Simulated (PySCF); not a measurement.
# C7H14O2: the cost of one run

Programs: PySCF 2.14.0, with routines of our own; each step states its level. All values are computed. Atoms count from 0.

## Step 1: The starting structure

23 atoms, charge 0, multiplicity 1; geometry from: GFN2-xTB.

## Step 2: Geometry optimisation at PBE/def2-SVP

The job: settings as JSON, then the geometry in Å.

```
{"job": {"xc": "PBE", "basis": "def2-SVP", "grid": 1, "kind": "geom"}, "charge": 0, "multiplicity": 1}
C     -1.403876     1.330949    -0.231468
C     -0.790703    -0.058926    -0.411650
C     -1.916492    -1.071686    -0.623813
C      0.090545    -0.449467     0.791649
C      0.633320    -1.875317     0.683850
C      1.272945     0.513120     0.973665
O      2.153311     0.472939    -0.155833
C      2.227901     1.538931    -0.922721
O      1.656693     2.581047    -0.782512
H     -1.941583     1.388834     0.712944
H     -0.650777     2.112853    -0.257541
H     -2.107376     1.529881    -1.036713
H     -0.163501    -0.050761    -1.310415
H     -2.586602    -0.720728    -1.405267
H     -1.531538    -2.040603    -0.927075
H     -2.494545    -1.192724     0.290003
H     -0.515956    -0.370547     1.701164
H     -0.168868    -2.605310     0.723934
H      1.313653    -2.077848     1.508337
H      1.179820    -2.000193    -0.247562
H      1.871986     0.202170     1.834395
H      0.934428     1.541197     1.122506
H      2.932462     1.329176    -1.746860
```

Launch:

```bash
$ OMP_NUM_THREADS=4 python excited_run.py task.json out
```

One launch serves the whole session: the jobs run in the order shown.

**Question.** How long does this first job take on 4 threads of Intel Xeon Platinum 8259CL at 2.50GHz, shared host, and how much memory does it need?

About 2.2 min, with a peak of 1.2 GiB.
